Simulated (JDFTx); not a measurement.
The system is TaAl3.

```xyz
4
Lattice="-1.9206 1.9206 4.2701 1.9206 -1.9206 4.2701 1.9206 1.9206 -4.2701" Properties=species:S:1:pos:R:3 pbc="T T T"
Ta    0.0000    0.0000    4.2701
Al    1.9206    0.0000    2.1351
Al    0.0000    1.9206    2.1351
Al    0.0000    0.0000    0.0000
```

```yaml
Program: JDFTx 1.7.0 (patched build)
Task: single point
Functional: PBEsol
Potentials_or_basis: PseudoDojo-SR-PBEsol-0.4.1-standard with smoothed tails
Cutoff: 789 eV
Density_cutoff: 6313 eV
k_mesh: 10 × 10 × 10
Occupations: fermi-dirac, width 0.05 eV
Spin: no spin polarisation
```

On this cell: pressure -1.5 GPa; largest force under 0.003 eV/Å; band gap on the k mesh none (metal or under the smearing width).

The same run follows on a disturbed copy (atoms moved at random, drawn with an rms of 0.05 Å):

```xyz
4
Lattice="-1.9206 1.9206 4.2701 1.9206 -1.9206 4.2701 1.9206 1.9206 -4.2701" Properties=species:S:1:pos:R:3 pbc="T T T"
Ta   -0.0310    0.0106    4.2133
Al    1.9139    0.0178    2.1264
Al    0.0679    1.9095    2.1157
Al   -0.0015   -0.0339   -0.0436
```

What does the disturbed cell give?

The energy (extrapolated to zero smearing) moves by +13.2 meV/atom; pressure -1.1 GPa; largest force 0.737 eV/Å; band gap on the k mesh none (metal or under the smearing width).

Forces on the atoms (eV/Å):
```
Ta   0.509 -0.387  0.368
Al   0.283 -0.210 -0.313
Al  -0.635  0.172 -0.205
Al  -0.157  0.425  0.150
```

Stress tensor (GPa, compression positive):
```
-1.00 -0.25  0.56
-0.25 -1.03  0.19
 0.56  0.19 -1.38
```

Caveats: the empty levels aren't tightly converged.
